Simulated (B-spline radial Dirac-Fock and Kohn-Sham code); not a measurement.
# S⁸⁺: core levels and X-ray properties

What does theory give for the S⁸⁺ ion? The session works out its X-ray form factor and Compton profile, the binding energy of each subshell, its photoionisation cross sections and the widths and yields of its core holes.

Program: B-spline radial Dirac-Fock and Kohn-Sham code, version 2. Model: a free atom or ion on a radial basis; each step names its model. All values are calculated, but those marked as tabulated.

### Step 1. What is computed

S⁸⁺ in the configuration [He] 2s2 2p4.

```yaml
nuclear_charge: 16
electrons: 8
mass_number: 32
nuclear_rms_radius: 3.2611 fm
```

Outer shells as boxes (Hund's rule, for the drawing alone; heavy ions are jj-coupled, and the calculation averages over the configuration):

```
[He] core
2s [↑↓]
2p [↑↓][↑ ][↑ ]
```

### Step 2. X-ray scattering functions

Model: Dirac-Fock average of configuration, finite nucleus; form factor of the spherical density, Waller-Hartree incoherent function, impulse-approximation Compton profiles.

The run's settings:

```ini
task = scatter
Z = 16
charge = 8
configuration = 1s2 2s2 2p4
mass_number = 32
rms_radius = 3.2611  # fm
s = [0.0, 0.05, 0.1, 0.15, 0.2, 0.25, 0.3, 0.35, 0.4, 0.45, 0.5, 0.6, 0.7, 0.8, 0.9, 1.0, 1.1, 1.2, 1.4, 1.6, 1.8, 2.0, 2.5, 3.0, 3.5, 4.0, 5.0, 6.0]  # 1/A
pz = [0, 0.1, 0.15, 0.21, 0.31, 0.45, 0.66, 0.97, 1.4, 2.1, 3.0, 4.4, 6.4, 9.4, 14.0, 20.0, 29.0, 43.0, 62.0, 91.0, 130.0]  # a.u.
photon_energy = [1000, 5000, 17479.3, 20000, 30000, 50000, 200000, 500000]  # eV
```

### Step 3. Binding energies

Model: Dirac-Fock average of configuration, Delta-SCF, finite nucleus, first-order Breit with its frequency dependence, self-energy and vacuum polarisation.

The run's settings:

```ini
task = binding
```

### Step 4. Photoionisation

Model: independent-particle photoionisation: Dirac-Hartree-Slater potential of the initial state with a Latter tail for bound and continuum orbitals, all multipoles in the length form, thresholds from Dirac-Fock Delta-SCF.

The run's settings:

```ini
task = photo
photon_energy = [35.9, 40.81, 80, 100, 600, 624.0, 701.0, 800, 1000, 3650.0, 15700.0, 18800.0, 40000, 45600.0, 59318.2, 102000.0]  # eV
```

### Step 5. Widths and yields

Model: independent-particle rates: relativistic LDA orbitals of the hole state, multipoles to L = 3 (length form), Coulomb Auger matrix elements with a Latter-tail continuum; energies from Dirac-Fock.

Recorded inputs:

```ini
task = decay
holes = ["K", "L1"]
```

**Question.** What will these runs give? Wanted: rms radius of the electron cloud; form factor halves at; Compton profile at zero; deepest level listed, K; least bound, L2,3; K hole: width, yield.

The runs gave:

```
                                quantity                       value
        rms radius of the electron cloud                  0.404 bohr
                   form factor halves at                    0.84 1/Å
                 Compton profile at zero               0.9816 1/a.u.
            deepest level listed, K (1s)                   2733.1 eV
                  least bound, L2,3 (2p)                    384.7 eV
ionisation energy, NIST (semi-empirical)                  379.840 eV
                      total at 1000.0 eV                      118 kb
         strongest subshell at 1000.0 eV  L1 (2s), 54.0 kb, β = 2.00
                    K hole: width, yield            0.326 eV, 0.0984
                            its lifetime                     2.02 fs
                      its strongest line       Kα1 (K-L3), 2349.0 eV
```

**Reading.** f falls from 8 to half of that at s = 0.84 1/Å. Incoherent scattering outweighs coherent from 50.0 keV on, among the energies asked. For K (1s), relaxation takes off 15.2 eV, Breit terms shift it by -1.58 and QED by -0.67 eV. NIST's ionisation energy differs by -4.81 eV from the least binding energy; the calculation averages open shells over their j components and terms. L1 (2s) leads at 1000.0 eV with 46 % of the total, and the K shell holds 92 % at 102000 eV. With a yield of 0.098, electron emission is the main way out for the K hole, in 2.0 fs. The Hartree-Fock and Dirac-Fock values hold no electron correlation.
